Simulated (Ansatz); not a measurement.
# ZnPt: the crystal squeezed far

One table from this session's results is given with a row withheld; the runs are named, their logs left out.

Program: Ansatz 0.2.0. Level of theory: DFT, PBEsol, PAW with Ansatz's default frozen-core files, scalar-relativistic. These are calculated values, not measurements.

**Starting point**

It takes space group P4/mmm (No. 123, tetragonal). The conventional cell has a = 2.851 Å, b = 2.851 Å, c = 3.495 Å, α = 90.00°, β = 90.00°, γ = 90.00°. Around Zn (site symmetry 4/mmm) lie 8 Pt at 2.67 Å and 4 Zn at 2.85 Å. Pt (site symmetry 4/mmm) has 8 Zn at 2.67 Å and 4 Pt at 2.85 Å as nearest neighbours.

Structure file:

```
Zn Pt
1.0
     2.85086    0.00000    0.00000
     0.00000    2.85086    0.00000
     0.00000    0.00000    3.49456
Zn Pt
1 1
Direct
  0.50000 0.50000 0.50000
  0.00000 0.00000 0.00000
```

Whether this phase is the stable one at these pressures isn't tested.

Atoms are numbered in the order of the input: Zn1, Pt2.

Set-up of the first run:

Input file input.yaml:

```yaml
crystal:
  lattice:
    - [2.8508629653, 0.0, 0.0]
    - [0.0, 2.8508629653, 0.0]
    - [0.0, 0.0, 3.49456488]
  atoms:
    - { symbol: Zn, position: [0.5, 0.5, 0.5] }
    - { symbol: Pt, position: [0.0, 0.0, 0.0] }
kpoints:
  mp_grid: { grid: [13, 13, 10] }
  band_path:
    path:
      - [0.0, 0.0, 0.0]
      - [0.0, 0.5, 0.0]
      - [0.5, 0.5, 0.0]
      - [0.0, 0.0, 0.0]
      - [0.0, 0.0, 0.5]
      - [0.0, 0.5, 0.5]
      - [0.5, 0.5, 0.5]
      - [0.0, 0.0, 0.5]
      - [0.0, 0.5, 0.0]
    npoints: 6
scf:
  occupations: { method: fermi_dirac, width: 0.05 }
hamiltonian:
  xc: pbesol
  pseudopotentials: { kind: paw }
output:
  forces: true
  stress: true
  eigenvalues: true
  populations: true
  write_density: true
  write_potential: true
  elf: true
  volumetric_format: npy
```

Run with:

```console
$ ansatz run input.yaml --threads 1 --pin off --max-ram 2048MiB --backend cpu --events-out ev --progress --plain --runs-dir out
```

Among the steps run: Volume scaled by 1, PAW; Volume scaled by 0.75, PAW; Volume scaled by 0.7, PAW; Volume scaled by 0.4, PAW.

One table of the session follows, with a row left open; its other results are not shown here.

| method | volume over the first | volume (Å³/atom) | pressure (GPa) |
| --- | --- | --- | --- |
| PAW | 1 | 14.201 | -3.41 |
| PAW | 0.75 | ? | ? |
| PAW | 0.7 | 9.941 | 163.33 |
| PAW | 0.4 | 5.680 | 1668.06 |

**Question.** Estimate the row for PAW, 0.75.

The run gave: volume (Å³/atom): 10.651; pressure (GPa): 109.49. In the column «volume (Å³/atom)» it lies between PAW, 0.7 (9.941) and PAW, 1 (14.201).
